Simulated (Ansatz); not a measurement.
# Ti5W: the cost of one run

Method: DFT PBE, scalar-relativistic, plane waves, PAW, in Ansatz 0.2.0.

1 further run of the same task is left out (set aside as unsound or not needed). Runs told in other sessions of the task aren't counted.

### 1 The system as given

It takes space group P-6m2 (No. 187, hexagonal). The conventional cell has a = 2.877 Å, b = 2.877 Å, c = 14.251 Å, α = 90.00°, β = 90.00°, γ = 120.00°. Ti (site symmetry 3m) is surrounded by 9 Ti at 2.86 to 2.88 Å and 3 W at 2.92 Å. Ti (site symmetry -6m2) has 12 Ti at 2.88 to 2.91 Å in its first shell of neighbours. Ti (site symmetry 3m) is surrounded by 12 Ti at 2.86 to 2.91 Å. W (site symmetry -6m2) has 6 W at 2.88 Å and 6 Ti at 2.92 Å in its first shell of neighbours.

Structure file:

```
Ti W
1.0
     2.87666    0.00000    0.00000
    -1.43833    2.49126    0.00000
     0.00000    0.00000   14.25119
Ti W
5 1
Direct
  0.33333 0.66667 0.83111
  0.33333 0.66667 0.16889
  0.33333 0.66667 0.50000
  0.66667 0.33333 0.33227
  0.66667 0.33333 0.66773
  0.66667 0.33333 0.00000
```

The cell was relaxed beforehand at this level, from a generated guess; it is a trial structure. At a tolerance of 0.05 Å it has space group P-6m2 (No. 187); it has 17.02 Å³/atom, an uncorrected energy of +0.11 eV/atom over the elements.

### 2 Bands, states and charges

Input file input.yaml:

```yaml
crystal:
  lattice:
    - [2.8766640903, 0.0, 0.0]
    - [-1.4383320451, 2.4912641803, 0.0]
    - [0.0, 0.0, 14.2511857913]
  atoms:
    - { symbol: Ti, position: [0.3333333333, 0.6666666667, 0.8311058119] }
    - { symbol: Ti, position: [0.3333333333, 0.6666666667, 0.1688941881] }
    - { symbol: Ti, position: [0.3333333333, 0.6666666667, 0.5] }
    - { symbol: Ti, position: [0.6666666667, 0.3333333333, 0.3322655977] }
    - { symbol: Ti, position: [0.6666666667, 0.3333333333, 0.6677344023] }
    - { symbol: W, position: [0.6666666667, 0.3333333333, 0.0] }
basis:
  ecutwfc: 420
kpoints:
  mp_grid: { grid: [18, 18, 4] }
  band_path:
    path:
      - [[0.0, 0.0, 0.0], [0.5, 0.0, 0.0], [0.33333333, 0.33333333, 0.0], [0.0, 0.0, 0.0], [0.0, 0.0, 0.5], [0.5, 0.0, 0.5], [0.33333333, 0.33333333, 0.5], [0.0, 0.0, 0.5]]
      - [[0.5, 0.0, 0.5], [0.5, 0.0, 0.0]]
      - [[0.33333333, 0.33333333, 0.5], [0.33333333, 0.33333333, 0.0]]
    npoints: 14
hamiltonian:
  xc: pbe
scf:
  occupations: { method: gaussian, width: 0.1 }
  n_extra_bands: 15
output:
  forces: true
  stress: true
  eigenvalues: true
  populations: true
  dos: { projected: true, de: 0.02, nscf_kmesh: { grid: [22, 22, 5] } }
  bader: true
  write_density: true
  write_potential: true
  elf: true
  volumetric_format: npy
```

Started as:

```
$ ansatz run input.yaml --threads 1 --pin off --max-ram 2560MiB --backend cpu --events-out ev --progress --plain --runs-dir out
```

**Question.** How long does this run take on 1 thread of Intel Xeon at 2.50GHz (Skylake/Cascade Lake), shared host, and how much memory does it need?

About 5.2 min, with a peak of 0.84 GiB.
